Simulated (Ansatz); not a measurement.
## C2H6S2Si, SMILES [SiH3]SC=CS: energies of removing a hydrogen

Program: Ansatz's Python interface.

Script `c2h6s2si_bde.py`:
```python
import ansatz

config = {
    'basis': 'def2-TZVP',
    'xc': 'r2scan',
}


def single_point(molecule, charge=0, unpaired=0):
    calc = (
        molecule.calculation()
        .basis(gaussian=config['basis'])
        .functional(config['xc'])
    )
    if charge:
        calc = calc.charge(charge)
    if unpaired:
        calc = calc.spin('collinear', total=unpaired)
    report = calc.run().report
    if report['published_state_doubts']:
        print('  doubts:', report['published_state_doubts'])
    return report['free_energy_ev']

def without(molecule, index):
    rest = ansatz.Crystal.molecule()
    for i, site in enumerate(molecule.cartesian_sites):
        if i != index:
            rest = rest.atom(site.symbol, site.position_ang)
    return rest

geometry_ang = [
    ('Si', (-1.8071, 0.9243, 1.4537)),
    ('S', (0.1734, 0.2809, 1.2833)),
    ('C', (0.3278, -0.2184, -0.3772)),
    ('C', (1.6009, -0.6975, -0.8084)),
    ('S', (1.7339, -1.2241, -2.4629)),
    ('H', (-2.1148, 1.4424, 2.8283)),
    ('H', (-2.0303, 2.0875, 0.4883)),
    ('H', (-2.7256, -0.1333, 1.0826)),
    ('H', (-0.4815, -0.119, -0.9996)),
    ('H', (2.3838, -0.7974, -0.1167)),
    ('H', (3.0049, -1.6024, -2.3508)),
]
molecule = ansatz.Crystal.molecule()
for symbol, xyz in geometry_ang:
    molecule = molecule.atom(symbol, xyz)

whole = single_point(molecule, 0)
hydrogen = single_point(ansatz.Crystal.molecule().atom('H', (0, 0, 0)), 0, 1)
print(f'E(molecule) = {whole:.5f} eV, E(H) = {hydrogen:.5f} eV')
for index in [7, 9, 10]:
    radical = single_point(without(molecule, index), 0, 1)
    print(f'H{index}: homolysis {(radical + hydrogen - whole):.3f} eV')
```

```console
$ python c2h6s2si_bde.py
E(molecule) = -31717.69669 eV, E(H) = -13.60370 eV
H7: homolysis 3.805 eV
H9: homolysis 4.983 eV
H10: homolysis 3.158 eV
```

Notes:
- Total energies depend on the basis set; only differences at equal settings carry meaning.
- The geometry is a force-field or estimated start, not a minimum of this method, and the basis set is short of its limit. All parts are taken at fixed geometry, without zero-point energy.
- The expectation value of S² is noticeably off S(S+1) in at least one run, so that state is spin-contaminated.
- It ran for 2.5 min on 1 thread of Arm Neoverse V2 (shared host), peak memory 0.63 GiB.
